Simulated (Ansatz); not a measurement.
# CdNiSe3 (Pm-3m) in Ansatz: relaxation of cell and atoms with BLYP

Aim: the relaxation of cell and atoms of CdNiSe3 with BLYP.

All numbers are computed with Ansatz 0.2.0; they aren't measurements. Logs are shortened: lines on timing, memory, paths and dates and some standing lists are left out, and cuts for length are marked.

### 1 Starting point

Symmetry: Pm-3m, No. 221, cubic system. Conventional cell: a = 4.767 Å, b = 4.767 Å, c = 4.767 Å, α = 90.00°, β = 90.00°, γ = 90.00°. Cd (site symmetry m-3m) is surrounded by 12 Se at 3.37 Å. Ni (site symmetry m-3m) is surrounded by 6 Se at 2.38 Å. Se (site symmetry 4/mmm) is surrounded by 2 Ni at 2.38 Å.

The cell was built by a generator and needn't be a form met in nature.

### 2 Relaxation of cell and atoms, BLYP, collinear spin, ferromagnetic start

The input, input.yaml:

```yaml
crystal:
  lattice:
    - [4.76738, 0.0, 0.0]
    - [0.0, 4.76738, 0.0]
    - [0.0, 0.0, 4.76738]
  atoms:
    - { symbol: Cd, position: [0.5, 0.5, 0.5] }
    - { symbol: Ni, position: [0.0, 0.0, 0.0], spin: 1.0 }
    - { symbol: Se, position: [0.5, 0.0, 0.0] }
    - { symbol: Se, position: [0.0, 0.5, 0.0] }
    - { symbol: Se, position: [0.0, 0.0, 0.5] }
hamiltonian:
  xc: blyp
  pseudopotentials: { kind: paw }
magnetization:
  spin_polarized: true
kpoints:
  mp_grid: { grid: [5, 5, 5] }
scf:
  occupations: { method: fermi_dirac, width: 0.05 }
output:
  forces: true
  stress: true
  eigenvalues: true
relax:
  f_tol: 0.01
  max_steps: 40
  cell: { stress_tol: 0.05 }
```

Potentials or basis: Ansatz PAW.

Launch:

```console
ansatz run input.yaml --threads 2 --pin off --max-ram 5632MiB --backend cpu --events-out ev --progress --plain --runs-dir out
```

The program printed:

```text
Warning: RAYON_NUM_THREADS=2 ignored (pool sized by the plan → 2); use --threads N
Engine: ansatz 0.2.0, x86_64-unknown-linux-gnu
Pseudopotentials: kind: paw
Pseudopotential: Cd, paw, valence charge 20, recommended cutoff 420 eV (normal), Cd.paw.azcp
Pseudopotential: Ni, paw, valence charge 18, recommended cutoff 420 eV (normal), Ni.paw.azcp
Pseudopotential: Se, paw, valence charge 16, recommended cutoff 420 eV (normal), Se.paw.azcp
Functional definition: BLYP
  parameter beta = 0.0042
  parameter a = 0.04918
  parameter b = 0.132
  parameter c = 0.2533
  parameter d = 0.349
  exchange = b88_x(beta = beta)
  correlation = lyp_c(a = a, b = b, c = c, d = d)
Crystal: 5 atoms, lattice volume = 108.353 Å³
Basis set: ecut = 420 eV, 2103 PW (Γ), exchange–correlation on 64×64×64 points (8 copies of the dense FFT grid, shifted against one another)
Bands: 53, of which v1, the nominal top of the filled ones, is band 43 counted from 1 (42 counted from 0)
Symmetry: 48 space group operations
Space group: Pm-3m (ITA 221), of the structure as read, at distance tolerance 4.8e-5 Å
Magnetic group: BNS 221.92 (UNI 1594), of the structure as read, at distance tolerance 4.8e-5 Å
k-points: 10 of 125
Non-local potential: Cd, projectors of the file, l = 0: 3, l = 1: 2, l = 2: 2, l = 3: 1
Non-local potential: Ni, projectors of the file, l = 0: 3, l = 1: 2, l = 2: 3, l = 3: 1
Non-local potential: Se, projectors of the file, l = 0: 2, l = 1: 2, l = 2: 3, l = 3: 1
PAW form: soft (Blöchl's): semilocal exchange-correlation on the pseudo side does not see the compensation charge
PAW frozen core: Cd, regenerated for the run's functional, and the local potential with it (the file was generated under x = pbe(κ = 0.804, μ = 0.2195149727645171), c = pbe(β = 0.06672455060314922))
PAW frozen core: Ni, regenerated for the run's functional, and the local potential with it (the file was generated under x = pbe(κ = 0.804, μ = 0.2195149727645171), c = pbe(β = 0.06672455060314922))
PAW frozen core: Se, regenerated for the run's functional, and the local potential with it (the file was generated under x = pbe(κ = 0.804, μ = 0.2195149727645171), c = pbe(β = 0.06672455060314922))
PAW one-centre angular grid: Cd, 590 points (default); XC on 64 Gauss nodes
PAW one-centre angular grid: Ni, 590 points (default); XC on 64 Gauss nodes
PAW one-centre angular grid: Se, 590 points (default); XC on 64 Gauss nodes
Initial density: superposition of atomic densities (chi_scale 0.1, normalization cell, long waves kept (reshape's long-wave potential 0.02 eV rms))
Starting moments: Σ|m| = 1 μB on 1 of 5 sites
Initial wavefunctions: pseudopotential atomic-orbital guess
Functional: x = b88, c = lyp
SCF iter   1: F=—  HF=-30557.773298 eV  |F-HF|=—  |Δ(HF+E_count)|=         —  Δρ=4.08e-2 (↑4.08e-2 ↓3.57e-2)  dr2=5.83e0  dr2_m=1.31e-2  M=1.000 μB ∫|m|=1.100 μB  β_m=0.30  ethr=3.10e-3  ⟨swp⟩=6.4  Hψ=3720  notcnv=0  defer=6
Mixer restart at iter 1: flushing history
preconditioner: auto → Kerker (q_TF=auto, 2.625 Å⁻¹)  [metal: Δε(μ)=0.012 eV  Ē_g=10.862 eV  σ=0.050 eV  W_gap=0.06  n_scr=26 (ndim 8)  ℏωp=22.6 eV  f_vac=0.012  D(μ)=5.33/eV (n_scr^D=56)]
spin=Collinear: Kerker preconditioning applied to the charge; magnetization (m = ρ↑ − ρ↓) channel mixes plain (no charge-response kernel on spin).
SCF iter   2: F=—  HF=-30556.018779 eV  |F-HF|=—  |Δ(HF+E_count)|=    1.75e0  Δρ=2.66e-2 (↑1.31e-2 ↓2.66e-2)  dr2=9.06e-1  dr2_m=1.34e-1  M=0.676 μB ∫|m|=0.837 μB  β_m=0.28  ethr=3.10e-3  ⟨swp⟩=2.5  Hψ=2096  notcnv=0  defer=50
[... 95 lines left out ...]
SCF iter  16: F=—  HF=-30557.860780 eV  |F-HF|=—  |Δ(HF+E_count)|=  5.46e-11  Δρ=1.18e-7 (↑1.18e-7 ↓1.17e-7)  dr2=7.27e-11  dr2_m=5.44e-16  M=-0.000 μB ∫|m|=0.000 μB  β_m=0.93  ethr=1.00e-12  ⟨swp⟩=2.0  Hψ=1208  notcnv=0
SCF iter  17: F=-30557.860780 eV  HF=-30557.860780 eV  |F-HF|=1.09e-11  |Δ(HF+E_count)|=  9.46e-11  Δρ=3.28e-8 (↑3.28e-8 ↓3.28e-8)  dr2=4.65e-12  dr2_m=2.39e-16  M=-0.000 μB ∫|m|=0.000 μB  ethr=1.00e-12  ⟨swp⟩=2.1  Hψ=2998  notcnv=0
the starting moments were not kept: the SCF closed with an absolute magnetisation of 1.5e-7 μB, where they sum to 1 μB in size (1 site). That is at most 0.1 of that sum. Measured as dr2_m measures the in/out step, that magnetisation stands 1.6e-15 eV from none, at or under the dr2_threshold of 5.0e-11 eV: it is no larger than a step whose dr2_m would equal this threshold.
SCF 5 converged in 17 iterations: F = -30557.860780 eV  dr2 = 4.65e-12
relax step   5: F+E_penalty+E_count = -30557.86077957 eV  Δ(F+E_penalty+E_count) = -1.614e-3 eV  max|allowed force component| = 1.018e-29 eV/Å  Δτ_max = 0.0000 Å  P = +0.001 GPa  Ω = 117.318 Å³  stress off target by 9.73e-4 GPa  SCF on the basis re-selected at this cell (its energy is not comparable with the rows above)  (17 SCF iters)
basis re-selected at this cell: Δ(F+E_penalty+E_count) = -1.614e-3 eV, ΔP = -0.003 GPa vs the last step (what re-selecting the basis moved, of the pressure what is left beyond the Pulay correction that the steps carried, after the strain that the cell walked since its last selection, with what the two solves' SCF thresholds leave and, on support functions, any second-order correction that the steps lacked; it is no measure of the basis error at this ecutwfc). The dense FFT grid was sized anew with the basis: this SCF ran on 36×36×36 points, the steps before it on 32×32×32, so part of this shift can come from that change (see relax.cell in the input reference). This SCF's stress stands 9.73e-4 GPa from its target on what of the cell is left free (relax.cell.stress_tol is 5.00e-2 GPa) and its largest allowed force component is 1.02e-29 eV/Å (relax.f_tol is 1.00e-2 eV/Å): within both
SCF converged after 17 iterations
Magnetization: -0.0000 μB (43.0000 up, 43.0000 down)
Absolute magnetization: 0.0000 μB (∫|ρ↑−ρ↓|, with the PAW one-centre terms)
Spin contamination: 0.0000 ħ² per cell (⟨S²⟩ above its minimum at these occupations)
Per-site moments (μB) at R_I (Å): [(3.843419758973498e-9, 1.4278988193446465), (-3.3361011043448014e-9, 1.0096769380068646), (-2.845780065980625e-8, 1.0096769380068646), (-2.8457800999486167e-8, 1.0096769380068646), (-2.8457800972949267e-8, 1.0096769380068646)]
Free energy (F): -30557.860780 eV
Harris-Foulkes:  -30557.860780 eV  (|F-HF|=1.09e-11)
Internal energy: -30557.815498 eV  (E = F + TS)
E sigma→0 (E₀):  -30557.838139 eV
Entropy (-TS):   -0.045282 eV (-9.056 meV/atom)
Fermi energy:    9.057620 eV
--- Per-component energies (eV) ---
  E_band       = -2019.148909
  E_kinetic    = 1141.439830
  E_local      = -15410.634158  (includes V_loc(G=0)·N_el)
  E_nonlocal   = -1126.440486
  E_hartree    = 7200.239769
  E_xc         = -562.638151
  E_vxc        = -607.333556  (∫ρ·V_xc dr)
  E_paw        = -11520.815641  (= ΣΔE_a)
  E_vpaw       = -416.658647  (= ΣTr[D̂ρ^β])
  E_aug_tail   = -0.001264  (compensation charges beyond the density's cutoff)
  E_ewald      = -10279.833798
  E_core_change = 0.868402  (= ΣΔE_core)
  E_smearing   = -0.045282  (= −TS)
  E_closure    = -0.000000  (closes the sum)
  Σ components = -30557.860780   (vs F -30557.860780, Δ=0.00e0)
--- Forces (eV/Å), atoms counted from 1 ---
  atom   1  Cd     0.00000000     0.00000000     0.00000000
  atom   2  Ni    -0.00000000     0.00000000     0.00000000
  atom   3  Se    -0.00000000     0.00000000     0.00000000
  atom   4  Se    -0.00000000     0.00000000    -0.00000000
  atom   5  Se    -0.00000000     0.00000000     0.00000000
  max |Σ_I F_I| component: 1.22e-29 eV/Å
--- Stress (GPa, compression-positive) ---
        0.000973      -0.000000      -0.000000
       -0.000000       0.000973      -0.000000
       -0.000000      -0.000000       0.000973
  P = ⅓ Tr σ = 0.0010 GPa (0.010 kbar)
--- Band table (eV; the first three rows and the last of 20) ---
  k-point 0 ↑: bands = ["-93.7452", "-93.2038", "-54.2585", "-54.2585", "-54.2585", "-54.2539", "-54.2539", "-54.2539", "-38.3604", "-38.3589", "-38.3589", "-38.3330", "-38.3330", "-38.3330", "-38.3298", "-38.3298", "-38.3298", "-38.2689", "-38.2689", "-38.2689", "-38.2688", "-38.2688", "-38.2673", "-4.5923", "-2.7537", "-2.7537", "0.9425", "0.9425", "0.9425", "0.9601", "0.9601", "5.0385", "5.0385", "5.0385", "7.3828", "7.3828", "7.3828", "7.5262", "7.8165", "7.8165", "8.3903", "8.3903", "8.3903", "8.9862", "8.9862", "8.9862", "12.0966", "15.5167", "15.5167", "16.0802", "16.0802", "16.0802", "16.6395"]
  k-point 1 ↑: bands = ["-93.7452", "-93.2038", "-54.2585", "-54.2585", "-54.2585", "-54.2539", "-54.2539", "-54.2539", "-38.3602", "-38.3589", "-38.3589", "-38.3330", "-38.3327", "-38.3327", "-38.3301", "-38.3301", "-38.3298", "-38.2689", "-38.2689", "-38.2689", "-38.2688", "-38.2687", "-38.2674", "-4.4572", "-2.9081", "-2.7393", "0.9303", "0.9303", "0.9422", "0.9431", "0.9639", "4.8449", "5.1982", "5.1982", "6.9513", "7.1038", "7.1038", "7.3841", "7.8169", "8.2337", "8.3599", "8.5180", "8.5180", "8.9399", "8.9399", "9.0754", "13.1720", "14.4262", "15.2821", "15.2821", "16.2389", "16.8099", "16.8358"]
  k-point 2 ↑: bands = ["-93.7452", "-93.2038", "-54.2586", "-54.2585", "-54.2585", "-54.2540", "-54.2539", "-54.2539", "-38.3600", "-38.3589", "-38.3589", "-38.3330", "-38.3319", "-38.3319", "-38.3309", "-38.3309", "-38.3298", "-38.2689", "-38.2689", "-38.2689", "-38.2688", "-38.2684", "-38.2677", "-4.1418", "-3.2596", "-2.7157", "0.9109", "0.9109", "0.9126", "0.9439", "0.9708", "4.8708", "5.5852", "5.5852", "5.8707", "6.5658", "6.5658", "7.3862", "7.8186", "8.0071", "8.6265", "8.6265", "8.8239", "8.9417", "8.9417", "10.0906", "12.8114", "14.6278", "14.6278", "15.2306", "17.2487", "17.9129", "18.5307"]
  k-point 9 ↓: bands = ["-93.7453", "-93.2038", "-54.2586", "-54.2586", "-54.2586", "-54.2540", "-54.2540", "-54.2540", "-38.3590", "-38.3589", "-38.3589", "-38.3317", "-38.3316", "-38.3316", "-38.3312", "-38.3312", "-38.3310", "-38.2694", "-38.2687", "-38.2687", "-38.2683", "-38.2683", "-38.2682", "-3.4031", "-3.1953", "-3.1953", "0.9581", "0.9581", "0.9703", "0.9801", "0.9801", "3.0727", "4.9706", "5.1720", "5.1720", "5.7292", "5.7292", "7.6332", "8.1640", "8.1640", "8.4681", "9.5589", "9.5589", "9.6964", "11.2134", "11.2134", "14.9889", "15.3662", "15.8854", "15.8854", "16.4364", "16.4364", "18.9656"]
--- Relaxed structure (4 steps of the walk, 4 accepted, 1 SCFs on fresh bases) ---
  F+E_penalty+E_count = -30557.86077957 eV   max|allowed force component| = 1.018e-29 eV/Å   (the final SCF, on the basis selected at the relaxed cell)
  cell:  # Å, volume = 117.3182 Å³
    - [4.895403335790858, -1.4123486258839729e-33, 2.5679065925163143e-34]
    - [-1.2839532962581576e-34, 4.895403335790858, 0.0]
    - [2.5679065925163143e-34, 0.0, 4.895403335790858]
  atoms:
    - { symbol: Cd, position: [0.5, 0.5, 0.5] }
    - { symbol: Ni, position: [1.3634351699779125e-35, -3.2613032600351333e-37, -7.57463983475038e-37] }
    - { symbol: Se, position: [0.5, 5.483723632676716e-37, -1.2624399736626877e-37] }
    - { symbol: Se, position: [1.8515786252364665e-36, 0.5, 7.153826509522543e-37] }
    - { symbol: Se, position: [2.6932052735917376e-36, 7.587790253932399e-37, 0.5] }
```

Wall time 11 s (2 threads of AMD EPYC 9R45 (Zen 5), shared host); peak memory 0.56 GiB.

What came out:

| Property | Result |
| --- | --- |
| Free energy | -30557.8608 eV |
| Relaxed volume | 23.46 Å³/atom |
| Relaxed cell | a = 4.895 Å, b = 4.895 Å, c = 4.895 Å, α = 90.00°, β = 90.00°, γ = 90.00° |
| Space group after relaxing (to 0.05 Å) | Pm-3m (No. 221) |
| Energy gained by relaxing | 26.0 meV/atom |
| Ionic steps | 5 |
| Pressure after relaxing | 0.0 GPa |
| Band gap on the k mesh | none (metal or under the smearing width) |
| Net moment | 0.00 μB per cell |
| Absolute moment | 0.00 μB per cell |

The path:
```
step  energy change (eV)  largest force (eV/Å)  volume (Å³)
   1              0.0000                0.0000       108.35
   2             -0.1224                0.0000       115.22
   3             -0.1283                0.0000       117.04
   4             -0.1284                0.0000       117.32
   5             -0.1300                0.0000       117.32
```

Final structure:
```
CELL_PARAMETERS angstrom
4.89540 0.00000 0.00000
0.00000 4.89540 0.00000
0.00000 0.00000 4.89540
ATOMIC_POSITIONS crystal
Cd 0.50000 0.50000 0.50000
Ni 0.00000 0.00000 0.00000
Se 0.50000 0.00000 0.00000
Se 0.00000 0.50000 0.00000
Se 0.00000 0.00000 0.50000
```

Caveat: the plane-wave basis is chosen anew once the cell has moved, so the energies of steps on either side of that aren't comparable; the PAW data sets come from PBE, with cores solved anew for the run's functional, which leaves a small shift of forces and pressure; the starting moments weren't kept.
